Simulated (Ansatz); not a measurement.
# AlCl2FH2: the cost of one run

Method: RKS PBE0-D4/def2-SVP, in Ansatz 0.2.0.

## Step 1: The structure to begin with

Bond lengths: Al1–Cl3 2.230 Å, Al1–Cl4 2.230 Å, Al1–F5 1.990 Å. Angles: Cl3–Al1–Cl4 120.0°, Cl3–Al1–F5 97.0°, Cl4–Al1–F5 101.2°.

Structure file:

```xyz
6

Al    0.0000    0.0000    0.0000
H     0.0000    0.0000    1.9100
Cl    1.9312    0.0000   -1.1150
Cl   -1.9312    0.0000   -1.1150
F     0.0832   -1.8866    0.6275
H     0.0446   -1.0119    1.7645
```

## Step 2: Pulling towards end A

Springs on the bonds that form and break draw the guess towards this end; the thresholds are loose.

File input.yaml:

```yaml
crystal:
  periodic: [false, false, false]
  atoms:
    - { symbol: Al, position_ang: [0.0, 0.0, 0.0] }
    - { symbol: H, position_ang: [0.0, 0.0, 1.91] }
    - { symbol: Cl, position_ang: [1.9312, 0.0, -1.115] }
    - { symbol: Cl, position_ang: [-1.9312, 0.0, -1.115] }
    - { symbol: F, position_ang: [0.0832, -1.8866, 0.6275] }
    - { symbol: H, position_ang: [0.0446, -1.0119, 1.7645] }
basis:
  gaussian: { orbitals: def2-SVP }
hamiltonian:
  xc: pbe0
  dispersion: d4
relax:
  f_tol: 0.15
  max_steps: 25
  restrain:
    - { distance: [0, 4], at: 2.89, k: 30.0 }
    - { distance: [5, 1], at: 1.86, k: 30.0 }
    - { distance: [0, 1], at: 1.56, k: 30.0 }
    - { distance: [5, 4], at: 0.92, k: 30.0 }
```

Started as:

```
$ ansatz run input.yaml --threads 1 --pin off --max-ram 2048MiB --backend cpu --events-out ev --progress --plain --runs-dir out
```

Q: Estimate wall time and peak memory on 1 thread of Arm Neoverse V1, shared host.

About 33 s, with a peak of 0.17 GiB.
